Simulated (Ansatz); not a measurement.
# CH4SeSi (SMILES [SiH3]C=[Se]): single points off equilibrium

The task here is to estimate one member of a computed series from the others.

Computed with Ansatz 0.2.0, Gaussian basis. Level: single points in def2-TZVPP.

Correlated methods freeze the cores. Filled d shells of the heavier atoms are correlated.

## Starting geometry

SMILES `[SiH3]C=[Se]`, 7 atoms, charge 0, spin multiplicity 1.

Atoms are counted from 1 here; the program's logs count them from 0.

Bond lengths: Si1–C2 1.831 Å, Si1–H4 1.448 Å, Si1–H5 1.338 Å, Si1–H6 1.430 Å, C2–Se3 1.743 Å, C2–H7 1.082 Å. Angles: C2–Si1–H4 106.8°, C2–Si1–H5 108.7°, C2–Si1–H6 106.9°, H4–Si1–H5 116.1°, H4–Si1–H6 110.7°, H5–Si1–H6 107.3°, Si1–C2–Se3 129.4°, Si1–C2–H7 117.7°, Se3–C2–H7 112.1°.

Coordinates:

```mol
CH4SeSi
  3D, bonds by distance, orders not assigned

  7  6  0  0  0  0  0  0  0  0999 V2000
   -0.6380    0.4677   -0.2213 Si  0  0
    0.8011   -0.6219    0.0856 C   0  0
    1.7020   -0.8754    1.5565 Se  0  0
   -1.7809   -0.3969   -0.4287 H   0  0
   -0.3390    1.3008   -1.2253 H   0  0
   -0.8134    1.2635    0.9532 H   0  0
    1.0557   -1.3456   -0.6768 H   0  0
  1  2  8  0
  1  4  8  0
  1  5  8  0
  1  6  8  0
  2  3  8  0
  2  7  8  0
M  END
```

The first run:

File run/in.yaml:

```yaml
crystal:
  periodic: [false, false, false]
  atoms:
    - {symbol: Si, position_ang: [-0.638000, 0.467700, -0.221300]}
    - {symbol: C, position_ang: [0.801100, -0.621900, 0.085600]}
    - {symbol: Se, position_ang: [1.702000, -0.875400, 1.556500]}
    - {symbol: H, position_ang: [-1.780900, -0.396900, -0.428700]}
    - {symbol: H, position_ang: [-0.339000, 1.300800, -1.225300]}
    - {symbol: H, position_ang: [-0.813400, 1.263500, 0.953200]}
    - {symbol: H, position_ang: [1.055700, -1.345600, -0.676800]}
basis:
  gaussian: {orbitals: def2-TZVPP}
correlation: {method: ccsd_t}
output: {forces: true}
```

No record of the launch command was kept for these runs.

Among the steps run: CCSD(T)/def2-TZVPP; PBE0-D4/def2-TZVPP; wB97M-V/def2-TZVPP; r2SCAN-D4/def2-TZVPP; PBE-D4/def2-TZVPP; HSE06-D4/def2-TZVPP; LC-wPBE/def2-TZVPP.

One of the session's tables, all rows but one given; the rest of the session is left out.

| method | RMS force component (eV/Å) | angle to CCSD(T) forces (°) | dipole (D) |
| --- | --- | --- | --- |
| CCSD(T) | 1.108 | reference | 1.61 |
| PBE0-D4 | ? | ? | ? |
| wB97M-V | 1.060 | 12.4 | 1.67 |
| r2SCAN-D4 | 1.108 | 6.3 | 1.80 |
| PBE-D4 | 1.158 | 7.2 | 1.62 |
| HSE06-D4 | 1.113 | 9.7 | 1.72 |
| LC-wPBE | 1.118 | 21.1 | 1.69 |

**Question.** Estimate the row for PBE0-D4.

As computed: RMS force component (eV/Å): 1.111; angle to CCSD(T) forces (°): 10.0; dipole (D): 1.71. In the column «RMS force component (eV/Å)» it lies between r2SCAN-D4 (1.108) and HSE06-D4 (1.113).
